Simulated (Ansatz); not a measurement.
# BFH2S2Sn: the cost of one run

Method: UKS BLYP-D4/def2-SVP, in Ansatz 0.2.0.

## (1) The system as given

Bond lengths: F1–B2 1.424 Å, B2–S3 1.916 Å, S3–S4 2.054 Å, B2–Sn5 2.205 Å, S4–Sn5 2.323 Å, Sn5–H6 1.762 Å, Sn5–H7 1.784 Å. Angles: F1–B2–S3 130.1°, F1–B2–Sn5 132.9°, S3–B2–Sn5 90.0°, B2–S3–S4 95.4°, S3–S4–Sn5 83.5°, B2–Sn5–S4 80.8°, B2–Sn5–H6 114.3°, B2–Sn5–H7 112.6°, S4–Sn5–H6 114.3°, S4–Sn5–H7 110.8°, H6–Sn5–H7 118.2°.

As a file:

```xyz
7

F     0.7508   -0.0781   -2.4711
B     0.7162   -0.3143   -1.0668
S     0.6596   -1.9633   -0.0929
S    -0.9960   -1.4729    1.0189
Sn   -0.3039    0.7047    0.6013
H    -1.5955    1.7943    0.1034
H     0.8301    1.2618    1.8615
```

## (2) End point A

input.yaml

```yaml
crystal:
  periodic: [false, false, false]
  atoms:
    - { symbol: F, position_ang: [0.7508, -0.0781, -2.4711] }
    - { symbol: B, position_ang: [0.7162, -0.3143, -1.0668] }
    - { symbol: S, position_ang: [0.6596, -1.9633, -0.0929] }
    - { symbol: S, position_ang: [-0.996, -1.4729, 1.0189] }
    - { symbol: Sn, position_ang: [-0.3039, 0.7047, 0.6013] }
    - { symbol: H, position_ang: [-1.5955, 1.7943, 0.1034] }
    - { symbol: H, position_ang: [0.8301, 1.2618, 1.8615] }
magnetization:
  spin_polarized: true
basis:
  gaussian: { orbitals: def2-SVP }
hamiltonian:
  xc: blyp
  dispersion: d4
relax:
  f_tol: 0.02
  max_steps: 50
```

Started as:

```
> ansatz run input.yaml --threads 2 --pin off --max-ram 3072MiB --backend cpu --events-out ev --progress --plain --runs-dir out
```

Q: Estimate wall time and peak memory on 2 threads of AMD EPYC 9R45 (Zen 5), shared host.

About 9.3 s, with a peak of 0.2 GiB.
